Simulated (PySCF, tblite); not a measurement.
**C7H3F3: geometry, infrared bands and NMR shifts**

Aim: predict the infrared bands and NMR shifts of C7H3F3 (`C#C/C=C(/F)C#CC(F)F`).

Computed with tblite 0.8.0 and PySCF 2.14.0, with density-fitted response routines of our own, on a single molecule in the gas phase. Atoms are numbered from 0 throughout.

## (1) The starting structure

13 atoms, charge 0, multiplicity 1; geometry from: force field or distance geometry start.

Bonds of the start (Å): C0–C1 1.20, C1–C2 1.43, C2–C3 1.35, C3–F4 1.36, C3–C5 1.42, C5–C6 1.20, C6–C7 1.45, C7–F8 1.35, C7–F9 1.36, C0–H10 1.06, C2–H11 1.07, C7–H12 1.10.

## (2) Relaxing the molecule with GFN2-xTB

Job settings and geometry (Å):

```
{"job": {"kind": "relax", "xc": "GFN2-xTB", "basis": "xTB"}, "charge": 0, "multiplicity": 1}
C      2.249400     1.603100     1.017300
C      2.055700     0.429500     0.891100
C      1.861200    -0.978200     0.767300
C      0.737500    -1.516400     0.256900
F      0.667800    -2.873900     0.197700
C     -0.392200    -0.791000    -0.197600
C     -1.340700    -0.170500    -0.589300
C     -2.491400     0.579800    -1.054500
F     -2.106200     1.414000    -2.049000
F     -2.976900     1.349000    -0.046800
H      2.391700     2.653500     1.118100
H      2.648400    -1.636000     1.088400
H     -3.308700    -0.062400    -1.417500
```

On the command line:

```
$ OMP_NUM_THREADS=1 python probes_run.py task.json out
```

This one command runs all jobs of the session in turn.

**Question.** This job is followed by: GFN2-xTB harmonic vibrations, gas phase; GIAO PBE0/pcSseg-1 NMR shielding, non-relativistic, gas phase. Predict these results of the whole session: strongest single infrared mode (GFN2-xTB); zero-point energy (GFN2-xTB); 13C shifts against TMS (PBE0/pcSseg-1); 1H shifts against TMS (PBE0/pcSseg-1); 19F shifts against CFCl3 (PBE0/pcSseg-1, means over atoms taken as alike).

**Answer**, as computed:

| quantity | value |
| --- | --- |
| strongest single infrared mode (GFN2-xTB) | 994 cm⁻¹, 214 km/mol |
| zero-point energy (GFN2-xTB) | 45.8 kcal/mol |
| 13C shifts against TMS (PBE0/pcSseg-1) | 162.2, 111.9, 110.2, 102.8, 99.7, 86.2, 80.1 ppm |
| 1H shifts against TMS (PBE0/pcSseg-1) | 6.77, 6.11, 3.43 ppm |
| 19F shifts against CFCl3 (PBE0/pcSseg-1, means over atoms taken as alike) | -100.2, -124.8 ppm |

Over 23 steps the energy fell by 0.047 eV; of the close pairs, C1–C2 changed most, 1.426 to 1.402 Å. No mode is imaginary among the 33: a minimum at this level. The strongest single mode, at 994 cm⁻¹, moves mainly C7. Unscaled tight-binding wavenumbers are off by several per cent, some by more. Its intensities can rank the bands wrongly. The most deshielded hydrogen is H12 (hydrogen on a propargylic sp3 CH bonded to 2 F), at 6.77 ppm: its carbon carries F, which withdraws density. At PBE0/pcSseg-1: The widest tensor belongs to C1: span 289 ppm, with a paramagnetic part of -147 ppm.
